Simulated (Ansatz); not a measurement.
# Zn3Ni: LAPW beside PAW

Aim: solve Zn3Ni at one geometry with all-electron LAPW, frozen-core PAW and all-electron PAW on datasets made for the crystal, and see where they agree.

Computed with Ansatz 0.2.0 (DFT PBEsol, scalar-relativistic, unless a step's input says otherwise).

**1. The starting structure**

Symmetry: I4/mmm, No. 139, tetragonal system. Conventional cell: a = 3.613 Å, b = 3.613 Å, c = 7.752 Å, α = 90.00°, β = 90.00°, γ = 90.00°. Zn (site symmetry -4m2) is surrounded by 8 Zn at 2.55 to 2.65 Å and 4 Ni at 2.65 Å. Around Zn (site symmetry 4/mmm) lie 4 Ni at 2.55 Å and 8 Zn at 2.65 Å. Around Ni (site symmetry 4/mmm) lie 12 Zn at 2.55 to 2.65 Å.

Structure file:

```cif
data_structure
_symmetry_space_group_name_H-M 'I4/mmm'
_symmetry_Int_Tables_number 139
_cell_length_a 3.6131
_cell_length_b 3.6131
_cell_length_c 7.7520
_cell_angle_alpha 90.000
_cell_angle_beta 90.000
_cell_angle_gamma 90.000
_cell_volume 101.20
loop_
_atom_site_label
_atom_site_type_symbol
_atom_site_symmetry_multiplicity
_atom_site_Wyckoff_symbol
_atom_site_fract_x
_atom_site_fract_y
_atom_site_fract_z
_atom_site_occupancy
Zn1 Zn 4 d 0.00000 0.50000 0.25000 1
Zn2 Zn 2 b 0.50000 0.50000 0.00000 1
Ni1 Ni 2 a 0.00000 0.00000 0.00000 1
```

The file gives the conventional cell by its symmetry; the runs use the cell typed in the input.

Structure from a Materials Project entry, not relaxed further.

Atoms are numbered in the order of the input: Zn1, Zn2, Zn3, Ni4.

**2. All-electron LAPW**

input.yaml

```yaml
crystal:
  lattice:
    - [-1.80655984, 1.80655984, 3.87599979]
    - [1.80655984, -1.80655984, 3.87599979]
    - [1.80655984, 1.80655984, -3.87599979]
  atoms:
    - { symbol: Zn, position: [0.75, 0.25, 0.5] }
    - { symbol: Zn, position: [0.25, 0.75, 0.5] }
    - { symbol: Zn, position: [0.5, 0.5, 0.0] }
    - { symbol: Ni, position: [0.0, 0.0, 0.0] }
kpoints:
  mp_grid: { grid: [16, 16, 16] }
  band_path:
    path:
      - [0.0, 0.0, 0.0]
      - [0.0, 0.0, 0.5]
      - [0.25, 0.25, 0.25]
      - [0.0, 0.5, 0.0]
      - [0.0, 0.0, 0.0]
      - [0.5, 0.5, -0.5]
      - [0.3043096773, 0.6956903227, -0.3043096773]
      - [-0.3043096773, 0.3043096773, 0.3043096773]
      - [0.0, 0.0, 0.0]
    npoints: 14
scf:
  occupations: { method: fermi_dirac, width: 0.05 }
hamiltonian:
  xc: pbesol
  pseudopotentials: { kind: all_electron, lapw: { basis_error: 0.001 } }
output:
  forces: true
  stress: true
  eigenvalues: true
  populations: true
  dos: { projected: true, de: 0.2, e_range: [-14, 8] }
```

Launch:

```sh
$ ansatz run input.yaml --threads 1 --pin off --max-ram 4096MiB --backend cpu --events-out ev --progress --plain --runs-dir out
```

Log:

```text
Zn: projections on atomic orbitals take those of the free atom 1s2 2s2 2p6 3s2 3p6 3d10 4s2, of charge +0.00 (hamiltonian.pseudopotentials.projection_atoms)
Ni: projections on atomic orbitals take those of the free atom 1s2 2s2 2p6 3s2 3p6 3d8 4s2, of charge +0.00 (hamiltonian.pseudopotentials.projection_atoms)
LAPW: plane waves up to 8.776 Å⁻¹, error target 1.0e-3 eV per atom; small_component_spin mean_spin; Ni in spheres of 1.277 Å, 18 of its electrons in bands, Dirac shells []; Zn in spheres of 1.277 Å, 20 of its electrons in bands, Dirac shells []
Engine: ansatz 0.2.0
Pseudopotentials: kind: all_electron
Pseudopotential: Zn, LAPW, valence charge 20, Koelling and Harmon's equation, gaussian nucleus
Pseudopotential: Ni, LAPW, valence charge 18, Koelling and Harmon's equation, gaussian nucleus
Functional definition: PBEsol
  exchange = pbesol_x
  correlation = pbesol_c
Crystal: 4 atoms, lattice volume = 50.600 Å³
Basis set: ecut = 293.4705933819033 eV, 575 PW (Γ), FFT grids on a1+a3, a2+a3, a3, exchange–correlation at level 2
Bands: 47, of which v1, the nominal top of the filled ones, is band 39 counted from 1 (38 counted from 0)
Symmetry: 16 space group operations
Space group: I4/mmm (ITA 139), of the structure as read, at distance tolerance 3.7e-5 Å
k-points: 349 of 4096
Non-local potential: Zn, projectors of the file, none
Non-local potential: Ni, projectors of the file, none
Initial density: superposition of atomic densities (chi_scale 0.1, normalization cell, long waves kept (reshape's long-wave potential 0.00 eV rms))
Initial wavefunctions: plane waves of lowest kinetic energy (no species holds an atomic orbital)
Functional: x = pbesol(κ = 0.804, μ = 0.12345679012345678), c = pbesol(β = 0.046)
iter 1 solved again at ethr=7.20e-3 eV; its pass at ethr=1.00e-1 eV (dr2=5.62e0 eV) is discarded
SCF iter   1: F=—  HF=-187856.918633 eV  |F-HF|=—  |Δ(HF+E_count)|=         —  Δρ=7.16e-2  dr2=5.62e0  ethr=7.20e-3  ⟨swp⟩=2.0  Hψ=103967  notcnv=0
preconditioner: auto → Kerker (q_TF=auto, 2.932 Å⁻¹)  [metal: Δε(μ)=0.014 eV  Ē_g=11.749 eV  σ=0.050 eV  W_gap=0.07  n_scr=14 (ndim 8)  ℏωp=35.4 eV  f_vac=0.000  D(μ)=0.96/eV (n_scr^D=2)]
SCF iter   2: F=—  HF=-187868.167247 eV  |F-HF|=—  |Δ(HF+E_count)|=    1.12e1  Δρ=1.69e-1  dr2=2.60e1  ethr=7.20e-3  ⟨swp⟩=3.0  Hψ=53106  notcnv=0  recentre
SCF iter   3: F=—  HF=-187854.706911 eV  |F-HF|=—  |Δ(HF+E_count)|=    1.35e1  Δρ=4.94e-2  dr2=2.82e0  ethr=7.20e-3  ⟨swp⟩=3.0  Hψ=50408  notcnv=0
SCF iter   4: F=—  HF=-187853.912649 eV  |F-HF|=—  |Δ(HF+E_count)|=   7.94e-1  Δρ=2.90e-2  dr2=1.03e0  ethr=3.61e-3  ⟨swp⟩=2.0  Hψ=45678  notcnv=0
iter 5 solved again at ethr=3.33e-5 eV; its pass at ethr=1.33e-3 eV (dr2=2.60e-2 eV) is discarded
SCF iter   5: F=—  HF=-187853.673468 eV  |F-HF|=—  |Δ(HF+E_count)|=         —  Δρ=8.54e-3  dr2=2.60e-2  ethr=3.33e-5  ⟨swp⟩=2.0  Hψ=83531  notcnv=0
the basis was enlarged: its passes take 211.5 KiB over the memory plan, 1 of 1 planned eigensolver slots
SCF iter   6: F=—  HF=-187853.633482 eV  |F-HF|=—  |Δ(HF+E_count)|=   4.00e-2  Δρ=4.78e-3  dr2=1.45e-2  ethr=3.33e-5  ⟨swp⟩=2.0  Hψ=47171  notcnv=0
SCF iter   7: F=—  HF=-187853.608334 eV  |F-HF|=—  |Δ(HF+E_count)|=   2.51e-2  Δρ=5.90e-3  dr2=4.10e-2  ethr=1.85e-5  ⟨swp⟩=2.6  Hψ=47773  notcnv=0
SCF iter   8: F=—  HF=-187853.605489 eV  |F-HF|=—  |Δ(HF+E_count)|=   2.84e-3  Δρ=5.59e-3  dr2=3.51e-2  ethr=1.85e-5  ⟨swp⟩=2.0  Hψ=47165  notcnv=0
SCF iter   9: F=—  HF=-187853.597038 eV  |F-HF|=—  |Δ(HF+E_count)|=   8.45e-3  Δρ=2.69e-3  dr2=7.91e-3  ethr=1.85e-5  ⟨swp⟩=2.0  Hψ=47167  notcnv=0
SCF iter  10: F=—  HF=-187853.594745 eV  |F-HF|=—  |Δ(HF+E_count)|=   2.29e-3  Δρ=5.78e-4  dr2=3.10e-4  ethr=1.01e-5  ⟨swp⟩=2.0  Hψ=47175  notcnv=0
SCF iter  11: F=—  HF=-187853.594662 eV  |F-HF|=—  |Δ(HF+E_count)|=   8.35e-5  Δρ=1.34e-4  dr2=1.18e-5  ethr=3.97e-7  ⟨swp⟩=2.0  Hψ=47171  notcnv=0
SCF iter  12: F=—  HF=-187853.594661 eV  |F-HF|=—  |Δ(HF+E_count)|=   9.40e-7  Δρ=3.14e-5  dr2=6.10e-7  ethr=1.52e-8  ⟨swp⟩=2.0  Hψ=47169  notcnv=0
SCF iter  13: F=—  HF=-187853.594661 eV  |F-HF|=—  |Δ(HF+E_count)|=   1.58e-7  Δρ=1.03e-5  dr2=6.79e-8  ethr=7.83e-10  ⟨swp⟩=2.0  Hψ=47170  notcnv=0
SCF iter  14: F=-187853.594661 eV  HF=-187853.594661 eV  |F-HF|=9.55e-8  |Δ(HF+E_count)|=   3.76e-7  Δρ=5.77e-6  dr2=2.65e-8  ethr=8.71e-11  ⟨swp⟩=2.1  Hψ=47225  notcnv=0
SCF 1 converged in 14 iterations: F = -187853.594661 eV  dr2 = 2.65e-8
NSCF: frozen V_eff on 113 k-points
SCF converged after 14 iterations
Free energy (F): -187853.594661 eV
Harris-Foulkes:  -187853.594661 eV  (|F-HF|=9.55e-8)
Internal energy: -187853.584799 eV  (E = F + TS)
E sigma→0 (E₀):  -187853.589730 eV
Entropy (-TS):   -0.009861 eV (-2.465 meV/atom)
Fermi energy:    16.365238 eV
--- Per-component energies (eV) ---
  E_band       = -1777.318225
  E_kinetic    = 191189.219669
  E_xc         = -7431.437166
  E_electrostatic = -371611.367302  (all electrons and nuclei)
  E_smearing   = -0.009861  (= −TS)
  E_closure    = 0.000000  (closes the sum)
  E_atoms      = -187840.341851  (free atoms, spherical and without spin; not in F)
  Σ components = -187853.594661   (vs F -187853.594661, Δ=0.00e0)
  Basis errors (estimates in eV, not in F): energy 2.7e-4 per atom: plane waves 2.1e-4 (1.1e-4 summed), levels above the bands 1.5e-83, relativity 8.0e-9, radial functions 6.2e-5, core shells 9.6e-11; eigenvalues (radial functions only) 5.6e-6; not estimated: angular momenta, meshes, grids; target (lapw.basis_error) 1.0e-3; muffin-tin radii Ni 1.277 Å, Zn 1.277 Å
--- Forces (eV/Å), atoms counted from 1 ---
  atom   1  Zn     0.00000000    -0.00000000     0.00000000
  atom   2  Zn    -0.00000000     0.00000000    -0.00000000
  atom   3  Zn    -0.00000000     0.00000000    -0.00000000
  atom   4  Ni    -0.00000000    -0.00000000    -0.00000000
  max |Σ_I F_I| component: 3.47e-18 eV/Å
--- Stress (GPa, compression-positive) ---
       -2.075593       0.000000       0.000000
        0.000000      -2.075593      -0.000000
        0.000000      -0.000000      -2.403587
  P = ⅓ Tr σ = -2.1849 GPa (-21.849 kbar)
--- Band table (eV; the first three rows and the last of 349) ---
  k-point 0: bands = ["-109.6614", "-109.6562", "-109.5711", "-86.2269", "-64.0043", "-64.0043", "-63.9737", "-63.9737", "-63.9519", "-63.9395", "-63.9124", "-63.8715", "-63.8715", "-46.7897", "-46.7822", "-46.7822", "5.5916", "8.1030", "8.1259", "8.1810", "8.6798", "8.6798", "8.8313", "8.8313", "8.8593", "9.1422", "9.2922", "9.3852", "9.5011", "9.5011", "9.5620", "9.8798", "14.2803", "14.4280", "14.5069", "14.5069", "15.1327", "15.1688", "19.5939", "20.1830", "20.1830", "20.4686", "20.4686", "21.7293", "22.2538", "23.1884", "23.5892"]
  k-point 1: bands = ["-109.6613", "-109.6563", "-109.5711", "-86.2269", "-64.0044", "-64.0030", "-63.9750", "-63.9736", "-63.9515", "-63.9397", "-63.9126", "-63.8715", "-63.8715", "-46.7897", "-46.7822", "-46.7822", "5.6854", "8.1255", "8.1515", "8.2083", "8.6550", "8.7005", "8.8203", "8.8307", "8.8753", "9.1513", "9.2972", "9.3711", "9.4649", "9.4962", "9.5462", "9.8471", "14.3002", "14.3201", "14.4100", "14.4657", "15.0731", "15.4866", "19.4909", "19.5550", "19.6262", "19.9258", "20.1672", "22.5552", "23.0807", "23.8565", "24.2167"]
  k-point 2: bands = ["-109.6610", "-109.6566", "-109.5711", "-86.2269", "-64.0049", "-63.9994", "-63.9786", "-63.9733", "-63.9506", "-63.9402", "-63.9130", "-63.8716", "-63.8713", "-46.7896", "-46.7824", "-46.7823", "5.9629", "8.1695", "8.2447", "8.2879", "8.5875", "8.7576", "8.7838", "8.8273", "8.9241", "9.1756", "9.3100", "9.3389", "9.3678", "9.4536", "9.5014", "9.7801", "14.0693", "14.3508", "14.3582", "14.3604", "14.8997", "16.1189", "18.3835", "18.8955", "18.9358", "19.2157", "19.9575", "24.0748", "24.5966", "24.7483", "25.2207"]
  k-point 348: bands = ["-109.6614", "-109.6562", "-109.5711", "-86.2269", "-64.0047", "-64.0047", "-63.9735", "-63.9735", "-63.9450", "-63.9394", "-63.9193", "-63.8713", "-63.8713", "-46.7898", "-46.7822", "-46.7822", "7.4018", "7.8907", "8.2309", "8.2490", "8.2490", "8.2877", "8.3892", "9.0395", "9.3100", "9.3255", "9.3255", "9.5524", "9.5552", "9.6336", "9.6336", "9.7292", "9.8796", "14.4714", "14.8895", "14.9932", "14.9932", "15.1157", "16.4812", "16.4812", "21.1557", "21.4153", "26.1999", "26.2699", "26.2699", "26.8445", "29.9954"]
--- Löwdin populations: 4 sites ---
  site symbol       q [e]
     0     Zn     29.3286
     1     Zn     29.3286
     2     Zn     29.3074
     3     Ni     28.2496
  spilling = 0.015135 (of n_electrons = 118.000000)
```

Run time: 6.4 min. Hardware: 1 thread of Intel Xeon Platinum 8259CL at 2.50GHz (Skylake/Cascade Lake), shared host; peak memory 2.2 GiB.

In short: pressure -2.18 GPa; no gap.

Levels at the path's labelled points, in eV from the Fermi level:

| point | band 36 | band 37 | band 38 | band 39 | band 40 | band 41 | band 42 |
| --- | --- | --- | --- | --- | --- | --- | --- |
| Γ | -1.86 | -1.23 | -1.20 | 3.23 | 3.82 | 3.82 | 4.10 |
| X | -2.30 | -1.86 | -1.84 | -1.18 | -0.61 | 1.20 | 1.62 |
| P | -1.93 | -1.93 | -1.18 | -0.91 | -0.82 | 2.89 | 2.89 |
| N | -1.60 | -1.50 | -1.16 | -0.91 | 0.77 | 5.23 | 5.29 |
| Γ | -1.86 | -1.23 | -1.20 | 3.23 | 3.82 | 3.82 | 4.10 |
| M | -1.37 | -1.37 | -1.25 | 0.12 | 0.12 | 4.79 | 5.05 |
| S | -1.59 | -1.46 | -1.37 | -1.19 | 3.09 | 4.79 | 5.62 |
| S0 | -1.59 | -1.46 | -1.37 | -1.19 | 3.09 | 4.79 | 5.62 |
| Γ | -1.86 | -1.23 | -1.20 | 3.23 | 3.82 | 3.82 | 4.10 |

States per cell in windows of 1 eV (zero at the Fermi level; grid of 0.20 eV, so sharp peaks spill over the borders):

| from | to | total | Zn 3d | Ni 3d | Zn 4s |
| --- | --- | --- | --- | --- | --- |
| -10 | -9 | 0.43 | 0.02 | 0.00 | 0.32 |
| -9 | -8 | 3.14 | 2.31 | 0.02 | 0.68 |
| -8 | -7 | 18.66 | 17.86 | 0.12 | 0.44 |
| -7 | -6 | 9.31 | 8.90 | 0.03 | 0.28 |
| -6 | -5 | 0.94 | 0.29 | 0.05 | 0.49 |
| -5 | -4 | 0.89 | 0.13 | 0.11 | 0.45 |
| -4 | -3 | 1.19 | 0.10 | 0.29 | 0.45 |
| -3 | -2 | 2.19 | 0.10 | 1.19 | 0.34 |
| -2 | -1 | 6.81 | 0.14 | 5.97 | 0.16 |
| -1 | 0 | 2.19 | 0.04 | 1.24 | 0.31 |
| 0 | 1 | 0.92 | 0.02 | 0.28 | 0.16 |
| 1 | 2 | 1.16 | 0.02 | 0.24 | 0.28 |
| 2 | 3 | 1.21 | 0.02 | 0.15 | 0.33 |
| 3 | 4 | 1.17 | 0.01 | 0.08 | 0.23 |
| 4 | 5 | 1.14 | 0.01 | 0.05 | 0.16 |

**3. Frozen-core PAW**

Edit input.yaml of step 2 so:

```diff
@@ -28,3 +28,3 @@
   xc: pbesol
-  pseudopotentials: { kind: all_electron, lapw: { basis_error: 0.001 } }
+  pseudopotentials: { kind: paw }
 output:
@@ -33,3 +33,9 @@
   eigenvalues: true
+  efg: { contact_densities: true }
   populations: true
+  bader: true
   dos: { projected: true, de: 0.2, e_range: [-14, 8] }
+  write_density: true
+  write_potential: true
+  elf: true
+  volumetric_format: npy
```

Launch:

```sh
$ ansatz run input.yaml --threads 1 --pin off --max-ram 4096MiB --backend cpu --events-out ev --progress --plain --runs-dir out
```

Log, cut to the lines that bear on the results:

```text
[...]
Pseudopotentials: kind: paw
Pseudopotential: Zn, paw, valence charge 12, recommended cutoff 420 eV (normal)
Pseudopotential: Ni, paw, valence charge 18, recommended cutoff 420 eV (normal)
Functional definition: PBEsol
[...]
Crystal: 4 atoms, lattice volume = 50.600 Å³
Basis set: ecut = 420 eV, 993 PW (Γ), exchange–correlation on 64×64×64 points (8 copies of the dense FFT grid, shifted against one another)
Bands: 33, of which v1, the nominal top of the filled ones, is band 27 counted from 1 (26 counted from 0)
Symmetry: 16 space group operations
Space group: I4/mmm (ITA 139), of the structure as read, at distance tolerance 3.7e-5 Å
k-points: 349 of 4096
[...]
SCF iter   1: F=—  HF=-15648.434517 eV  |F-HF|=—  |Δ(HF+E_count)|=         —  Δρ=2.11e-2  dr2=1.51e-1  ethr=1.77e-3  ⟨swp⟩=6.3  Hψ=48326  notcnv=0  defer=7
[...]
  atom   2  Zn V_zz =    -2.227559   η = 0.0000   by run symmetry: allowed
            electrostatic potential = -3949.026972 V   contact ρ = 166279.304264 e/Å³
  atom   3  Zn V_zz =    +3.422594   η = 0.0000   by run symmetry: allowed
            electrostatic potential = -3949.130852 V   contact ρ = 166279.765256 e/Å³
  atom   4  Ni V_zz =    -1.309725   η = 0.0000   by run symmetry: allowed
            electrostatic potential = -3573.939091 V   contact ρ = 130120.081755 e/Å³
--- Band table (eV; the first three rows and the last of 349) ---
[...]
--- Löwdin populations: 4 sites ---
  site symbol       q [e]
     0     Zn     11.3291
     1     Zn     11.3291
     2     Zn     11.3042
     3     Ni     18.2833
  spilling = 0.032484 (of n_electrons = 54.000000)
--- Bader charges: 4 sites ---
  site symbol  charge [e]  shift [e]
     0     Zn      0.0821     0.0003
     1     Zn      0.0821     0.0003
     2     Zn      0.1457     0.0010
     3     Ni     -0.3100     0.0017
  estimated error of the sums over rays = 5.7e-4 e
```

It took 1.7 min on 1 thread of Intel Xeon Platinum 8259CL at 2.50GHz (Skylake/Cascade Lake), shared host; peak memory 0.75 GiB.

Read from it: pressure -2.20 GPa; no gap; Vzz Zn1 -2.23 (η = 0.00), Zn3 3.42 (η = 0.00), Ni4 -1.31 (η = 0.00) (10²¹ V/m²).

| atom | Bader charge (e) | basin volume (Å³) |
| --- | --- | --- |
| Zn1 | +0.08 | 12.54 |
| Zn3 | +0.15 | 12.33 |
| Ni4 | -0.31 | 13.18 |

The fields are shown in the conventional cell of this run's space group, carried over from its grid by interpolation.

Density in a lattice plane of the grid's cell (edges 3.61 and 7.75 Å, at 0.000 of the third edge), which holds Zn and Ni.

Values in e/Å³, 12 rows by 6 columns:
```
 3.45  0.68  0.22  0.20  0.22  0.68
 0.21  0.23  0.54  1.79  0.54  0.23
 0.14  0.21  1.98 45.66  1.98  0.21
 0.19  0.21  0.54  1.79  0.54  0.21
 1.80  0.53  0.22  0.20  0.21  0.53
45.69  1.98  0.22  0.14  0.22  1.98
 1.80  0.53  0.21  0.20  0.22  0.53
 0.19  0.21  0.54  1.79  0.54  0.21
 0.14  0.21  1.98 45.66  1.98  0.21
 0.21  0.23  0.54  1.79  0.54  0.23
 3.45  0.68  0.22  0.20  0.22  0.68
60.75  3.97  0.22  0.14  0.22  3.97
```
Columns run along the first of these edges and rows up along the second, over one cell in 6 and 12 even steps from the bottom left corner. Atoms in the plane (fractional): Zn at (0.50, 0.75), Zn at (0.50, 0.25), Zn at (0.00, 0.50), Ni at (0.00, 0.00).

ELF in the same plane.

Values, 12 rows by 6 columns:
```
0.29 0.19 0.27 0.26 0.27 0.19
0.25 0.30 0.20 0.10 0.20 0.30
0.25 0.23 0.08 0.00 0.08 0.23
0.21 0.26 0.21 0.10 0.21 0.26
0.10 0.20 0.29 0.26 0.29 0.20
0.00 0.08 0.23 0.25 0.23 0.08
0.10 0.20 0.29 0.26 0.29 0.20
0.21 0.26 0.21 0.10 0.21 0.26
0.25 0.23 0.08 0.00 0.08 0.23
0.25 0.30 0.20 0.10 0.20 0.30
0.29 0.19 0.27 0.26 0.27 0.19
0.73 0.32 0.18 0.25 0.18 0.32
```
Columns run along the first of these edges and rows up along the second, over one cell in 6 and 12 even steps from the bottom left corner. Atoms in the plane (fractional): Zn at (0.50, 0.75), Zn at (0.50, 0.25), Zn at (0.00, 0.50), Ni at (0.00, 0.00).

Both are smooth fields of the valence electrons: close to the nuclei they are not physical.

**4. All-electron PAW on datasets made for the crystal**

Edit input.yaml of step 3 so:

```diff
@@ -23,3 +23,3 @@
       - [0.0, 0.0, 0.0]
-    npoints: 14
+    npoints: 8
 scf:
@@ -28,3 +28,3 @@
   xc: pbesol
-  pseudopotentials: { kind: paw }
+  pseudopotentials: { kind: all_electron, datasets: crystal }
 output:
@@ -34,8 +34 @@
   efg: { contact_densities: true }
-  populations: true
-  bader: true
-  dos: { projected: true, de: 0.2, e_range: [-14, 8] }
-  write_density: true
-  write_potential: true
-  elf: true
-  volumetric_format: npy
```

Launch:

```sh
$ ansatz run input.yaml --threads 1 --pin off --max-ram 4096MiB --backend cpu --events-out ev --progress --plain --runs-dir out
```

Log, cut to the lines that bear on the results:

```text
[...]
Pseudopotentials: kind: all_electron
Pseudopotential: Zn, paw, valence charge 20, recommended cutoff 300 eV (normal), Koelling and Harmon's equation, gaussian nucleus
Pseudopotential: Ni, paw, valence charge 18, recommended cutoff 300 eV (normal), Koelling and Harmon's equation, gaussian nucleus
Functional definition: PBEsol
[...]
Crystal: 4 atoms, lattice volume = 50.600 Å³
Basis set: ecut = 300 eV, 599 PW (Γ), exchange–correlation on 54×54×54 points (8 copies of the dense FFT grid, shifted against one another)
Bands: 28, of which v1, the nominal top of the filled ones, is band 23 counted from 1 (22 counted from 0)
Symmetry: 16 space group operations
Space group: I4/mmm (ITA 139), of the structure as read, at distance tolerance 3.7e-5 Å
k-points: 349 of 4096
[...]
        0.000000      -2.074663      -0.000000
        0.000000      -0.000000      -2.403853
  P = ⅓ Tr σ = -2.1844 GPa (-21.844 kbar)
  It holds what live shells' own plane waves past their cutoff add
--- PAW observables at the nuclei: V_zz in 10²¹ V/m², potentials from the cell's mean, atoms counted from 1 ---
  atom   1  Zn V_zz =    -2.277189   η = 0.0000   by run symmetry: allowed
            electrostatic potential = -3947.485727 V   contact ρ = 166349.183903 e/Å³
  atom   2  Zn V_zz =    -2.277189   η = 0.0000   by run symmetry: allowed
            electrostatic potential = -3947.485727 V   contact ρ = 166349.183903 e/Å³
  atom   3  Zn V_zz =    +3.412406   η = 0.0000   by run symmetry: allowed
            electrostatic potential = -3947.570267 V   contact ρ = 166349.646914 e/Å³
  atom   4  Ni V_zz =    -1.371044   η = 0.0000   by run symmetry: allowed
            electrostatic potential = -3572.649092 V   contact ρ = 130190.242540 e/Å³
--- Band table (eV; the first three rows and the last of 349) ---
[... band rows left out ...]
[...]
```

Run time: 3.3 min. Hardware: 1 thread of Intel Xeon Platinum 8259CL at 2.50GHz (Skylake/Cascade Lake), shared host; peak memory 1.8 GiB.

Result: pressure -2.18 GPa; no gap; Vzz Zn1 -2.28 (η = 0.00), Zn3 3.41 (η = 0.00), Ni4 -1.37 (η = 0.00) (10²¹ V/m²).

| atom | contact density (e/Å³) |
| --- | --- |
| Zn1 | 166349.2 |
| Zn3 | 166349.6 |
| Ni4 | 130190.2 |

**5. The methods compared**

```
          method  pressure (GPa)  Vzz Zn1 (10²¹ V/m²)  Vzz Zn3 (10²¹ V/m²)  Vzz Ni4 (10²¹ V/m²)  SCF cycles, all passes
            LAPW           -2.18                    –                    –                    –                      14
             PAW           -2.20                -2.23                 3.42                -1.31                       8
crystal datasets           -2.18                -2.28                 3.41                -1.37                      15
```

**6. Results**

```
           quantity                                              value
           pressure  LAPW -2.18, PAW -2.20, crystal datasets -2.18 GPa
         gap (LAPW)                                               none
Bader charges (PAW)                  Zn1 +0.08, Zn3 +0.15, Ni4 -0.31 e
```

**Reading.** The pressure of -2.2 GPa pushes the cell to shrink, with the atoms held in place. There is no gap at this level; the crystal is a metal here. Ni 3d carries the largest share, 58 %, of the projected states within 0.3 eV of the Fermi level. The projection holds only the free atom's occupied shells (Zn 4s, Zn 3d, Ni 4s, Ni 3d in this range). The rest lies in shells not listed and outside the spheres or projectors. The field gradient at Zn3, the largest by crystal datasets, is 3.42 by PAW and 3.41 by crystal datasets (10²¹ V/m²), within 5 %. PAW lies -0.02 GPa from LAPW in pressure. The price, with the outputs that each input asks for: 6.4 min for LAPW against 1.7 min for PAW, about 4 to one. Spin polarisation is left out here, though a magnetic state may lie well lower.
